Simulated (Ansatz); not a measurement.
**HfHCl3O (SMILES Cl[Hf](Cl)(Cl)O) at CCSD/def2-SVP (core potential)**

Aim: the energy change on altering one bond length of HfHCl3O at CCSD/def2-SVP (core potential), from 2 runs. 

The calculation is run with Ansatz 0.2.0.

1 further run of the same task is left out (it didn't finish).

### 1 The system as given

HfHCl3O has 6 atoms, charge 0, and is taken as a singlet. SMILES: `Cl[Hf](Cl)(Cl)O`. The coordinates come from a PBE0-D4/def2-TZVP relaxation.

Bond lengths: Cl1–Hf2 2.337 Å, Hf2–Cl3 2.337 Å, Hf2–Cl4 2.337 Å, Hf2–O5 1.881 Å, O5–H6 0.953 Å. Angles: Cl1–Hf2–Cl3 109.7°, Cl1–Hf2–Cl4 109.7°, Cl1–Hf2–O5 109.2°, Cl3–Hf2–Cl4 109.7°, Cl3–Hf2–O5 109.2°, Cl4–Hf2–O5 109.2°, Hf2–O5–H6 179.9°.

### 2 The energy at CCSD/def2-SVP (core potential)

File run.yaml:

```yaml
crystal:
  periodic: [false, false, false]
  atoms:
    - {symbol: Cl, position_ang: [0.876760, -0.101050, -2.336560]}
    - {symbol: Hf, position_ang: [-0.022850, -0.350510, -0.194310]}
    - {symbol: Cl, position_ang: [-2.262380, -0.999350, -0.349730]}
    - {symbol: Cl, position_ang: [1.185990, -1.965090, 0.985740]}
    - {symbol: O, position_ang: [0.084060, 1.291990, 0.717110]}
    - {symbol: H, position_ang: [0.138420, 2.124020, 1.177740]}
basis:
  gaussian:
    orbitals: def2-SVP
correlation:
  method: ccsd
  frozen_orbitals: {Cl: 5, H: 0, Hf: 0, O: 1}
accuracy: high
scf:
  omitted_lower_state_checks: [cluster_reference, increment]
```

Started as:

```bash
$ ansatz run run.yaml --threads 1 --pin off --max-ram 3480MiB --events-out events.jsonl --progress --plain --runs-dir runs
```

Standard output (excerpt; [...] marks lines left out):

```text
Warning: RAYON_NUM_THREADS=1 ignored (pool sized by the plan → 1); use --threads N
Functional definition: HF
  name "HF"
[...]
2132 factors; integrals over basis functions are off by at most 4.0e-9 eV
[...]
mean field -40851.27412254 eV, -1501.2566340151 hartree, gradient 8.9e-9 eV, S^2 0.000000; 0 other end points of the search recorded, 0 dependent functions left out
16 core orbitals not correlated: weight in the atoms' cores, before any rotation towards them, 1.000 or more for the frozen orbitals, at most 0.000 for the correlated occupied ones
reference -40851.27412254 eV, -1501.2566340151 hartree; 20, 20 occupied and 69, 69 virtual orbitals, 2132 factors
second order -21.75984383 eV of doubles, -0.00000000 eV of singles
cycle   1  -21.98768086 eV  change   -2.3e-1 eV  update   1.4e-1
[...]
cycle  19  -22.59650622 eV  change    3.7e-9 eV  update   3.5e-9
Total energy: -40873.87062876 eV, -1502.0870403022 hartree
Checks for a lower state left out: cluster_reference, increment
```

Wall time 32 s (1 thread of Arm Neoverse V2, shared host); peak memory 0.74 GiB.

### 3 The distorted shape

File input.yaml:

```yaml
basis:
  gaussian: {orbitals: def2-SVP}
crystal:
  periodic: [false, false, false]
  atoms:
    - {symbol: Cl, position_ang: [1.011720, -0.063626, -2.657942]}
    - {symbol: Hf, position_ang: [-0.022850, -0.350510, -0.194310]}
    - {symbol: Cl, position_ang: [-2.262380, -0.999350, -0.349730]}
    - {symbol: Cl, position_ang: [1.185990, -1.965090, 0.985740]}
    - {symbol: O, position_ang: [0.084060, 1.291990, 0.717110]}
    - {symbol: H, position_ang: [0.138420, 2.124020, 1.177740]}
correlation: {method: ccsd, frozen_orbitals: {Cl: 5, H: 0, Hf: 0, O: 1}}
accuracy: high
scf: {omitted_lower_state_checks: [cluster_reference, increment]}
```

Started as:

```bash
$ ansatz run input.yaml --threads 1 --pin off --max-ram 3480MiB --events-out events.jsonl --progress --plain --runs-dir runs
```

Standard output (excerpt; [...] marks lines left out):

```text
Warning: RAYON_NUM_THREADS=1 ignored (pool sized by the plan → 1); use --threads N
[... 2 set-up lines as earlier in the session ...]
[...]
2115 factors; integrals over basis functions are off by at most 4.0e-9 eV
[...]
mean field -40850.77226264 eV, -1501.2381910040 hartree, gradient 1.1e-8 eV, S^2 0.000000; 0 other end points of the search recorded, 0 dependent functions left out
16 core orbitals not correlated: weight in the atoms' cores, before any rotation towards them, 1.000 or more for the frozen orbitals, at most 0.000 for the correlated occupied ones
reference -40850.77226264 eV, -1501.2381910040 hartree; 20, 20 occupied and 69, 69 virtual orbitals, 2115 factors
second order -21.60289293 eV of doubles, -0.00000000 eV of singles
cycle   1  -21.84710012 eV  change   -2.4e-1 eV  update   1.4e-1
[...]
cycle  20  -22.47677269 eV  change   -3.3e-9 eV  update   4.5e-9
Total energy: -40873.24903533 eV, -1502.0641971650 hartree
Checks for a lower state left out: cluster_reference, increment
```

Wall time 34 s (1 thread of Arm Neoverse V2, shared host); peak memory 0.74 GiB.

### 4 Results

Level: CCSD/def2-SVP (core potential), 16 core orbitals frozen.

| quantity | value |
| --- | --- |
| first shape: total energy | -1502.08704 Eh |
| first shape: correlation energy (16 core orbitals frozen) | -830.4 mEh |
| first shape: T1 diagnostic | 0.015 |
| distorted shape: total energy | -1502.06420 Eh |
| distorted shape: correlation energy (16 core orbitals frozen) | -826.0 mEh |
| distorted shape: T1 diagnostic | 0.016 |
| energy change with the Cl1–Hf2 bond stretched from 2.337 to 2.687 Å | 0.622 eV |

In words: With the Cl1–Hf2 bond stretched from 2.337 to 2.687 Å the energy rises by 0.62 eV (14.3 kcal/mol). The first shape isn't relaxed at this level, so the change isn't measured from a minimum.
